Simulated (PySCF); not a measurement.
**A diatomic session: SrBe+**

Aim: find the lowest electronic state of SrBe+, scan its bond at several levels of theory, and get bond length, wavenumber and dissociation energy from each curve.

Program: PySCF 2.14.0. Level of theory: Sr x2c-SVPall, Be x2c-SVPall, spin-free X2C with a Gaussian nucleus. These are calculated values, not measurements.

**1. The job**

A driver script around PySCF takes these settings:

```
atoms                         : Sr, Be
charge                        : 1
basis                         : Sr x2c-SVPall, Be x2c-SVPall
Hamiltonian                   : spin-free X2C with a Gaussian nucleus
basis functions               : 59
electrons treated             : 41
masses in u                   : 87.9056, 9.0122
levels                        : PBE0, PBE, r²SCAN, LDA, B97-3, PW91, LC-ωPBE, HF, MP2, SCS-MP2
grid                          : 80 radial by 434 angular points
occupations                   : held fixed by the projection of orbital angular momentum
dissociation limit            : Sr+ + Be, each in its ground configuration
starting distance in angstrom : 2.770
values of 2S to try           : 1, 3
```

Launch:

```bash
$ OMP_NUM_THREADS=1 python dia.py task.json out
```

After this run come: First curve: PBE0; Excited determinants; PBE; r²SCAN (meta-GGA); LDA; B97-3; PW91 (GGA); LC-ωPBE (range-separated hybrid); ROHF (mean field).

Before running it: what results should come out? Wanted: for each run, Re; ωe; De; μ.

**Answer**, as computed:

Lowest PBE0 solution found, without spin–orbit coupling: ²Σ⁺ (doublet), unpaired electrons σ ↑. State 3 has its PBE0 minimum 2.37 eV higher. The other levels ran on the lowest alone.

```tsv
level	Re (Å)	ωe (cm⁻¹)	De (eV)	μ (D)
ROHF	3.642	133.7	0.231	2.54
ROHF-MP2	3.504	156.3	0.325	n/a
ROHF-SCS-MP2	3.535	149.6	0.296	n/a
LDA	3.122	258.5	0.86	0.69
PBE	3.159	248.8	0.74	0.22
PW91	3.151	251.0	0.77	0.22
r²SCAN	3.193	241.9	0.71	0.05
PBE0	3.190	237.8	0.65	0.20
B97-3	3.208	236.6	0.62	0.36
LC-ωPBE	3.251	209.8	0.51	0.29
```

De is counted to Sr+ + Be in their ground configurations. A positive dipole points from Sr to Be; in an ion it is taken about the centre of mass and does not tell which atom is negative. ⟨S²⟩ is off the pure value of 0.75 by over a tenth at LC-ωPBE 0.84.

What this shows: Bond lengths run from 3.122 Å (LDA) to 3.642 Å (ROHF). Among the levels with a De in the table, it runs from 0.231 eV (ROHF) to 0.86 eV (LDA).

Correlated steps freeze 9 core orbitals. Spin–orbit coupling is left out.
